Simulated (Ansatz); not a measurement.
Crystal: RbMg6Zr.

```
Zr Rb Mg
1.0
     5.25008    0.00000    0.00000
     0.00000    3.42191    5.82810
     0.00000   -3.42191    5.82810
Zr Rb Mg
1 1 6
Direct
  0.00000 0.91594 0.91594
  0.50000 0.58578 0.58578
  0.50000 0.07528 0.07528
  0.50000 0.07648 0.60530
  0.50000 0.60530 0.07648
  0.00000 0.40094 0.40094
  0.00000 0.40150 0.93877
  0.00000 0.93877 0.40150
```

The cell comes from a database or a generator and needn't be the stable form of this composition.

```yaml
Program: Ansatz 0.2.0
Task: single point
Functional: PBE
Potentials_or_basis: Ansatz PAW
Cutoff: "420 eV (not typed: the program's choice for these potentials)"
k_mesh: 5 × 5 × 5
Occupations: fermi-dirac, width 0.05 eV
Spin: no spin polarisation
```

On this cell: pressure -0.1 GPa; largest force 0.049 eV/Å; band gap on the k mesh none (metal or under the smearing width).

The same run follows on a disturbed copy (atoms moved at random, drawn with an rms of 0.05 Å):

```
CELL_PARAMETERS angstrom
5.25008 0.00000 0.00000
0.00000 3.42191 5.82810
0.00000 -3.42191 5.82810
ATOMIC_POSITIONS crystal
Zr 0.00461 0.91670 0.91317
Rb 0.50332 0.58626 0.58501
Mg 0.49145 0.08089 0.07712
Mg 0.49933 0.08468 0.59881
Mg 0.51002 0.60275 0.07312
Mg 0.98915 0.40320 0.39293
Mg 0.00118 0.39249 0.94505
Mg 0.01607 0.93903 0.40149
```

**Question.** What does the disturbed cell give?

**Answer.** The energy (extrapolated to zero smearing) moves by +4.8 meV/atom; pressure -0.1 GPa; largest force 0.277 eV/Å; band gap on the k mesh none (metal or under the smearing width).

Forces in eV/Å, atoms in the order of the input:
```
Zr  -0.080 -0.013  0.037
Rb  -0.004  0.044 -0.017
Mg   0.206 -0.030 -0.141
Mg   0.038 -0.103 -0.062
Mg  -0.147  0.046  0.064
Mg   0.230 -0.044  0.149
Mg   0.005  0.132 -0.033
Mg  -0.248 -0.030  0.003
```

Stress tensor (GPa, compression positive):
```
-0.09 -0.08 -0.14
-0.08 -0.08  0.02
-0.14  0.02 -0.05
```
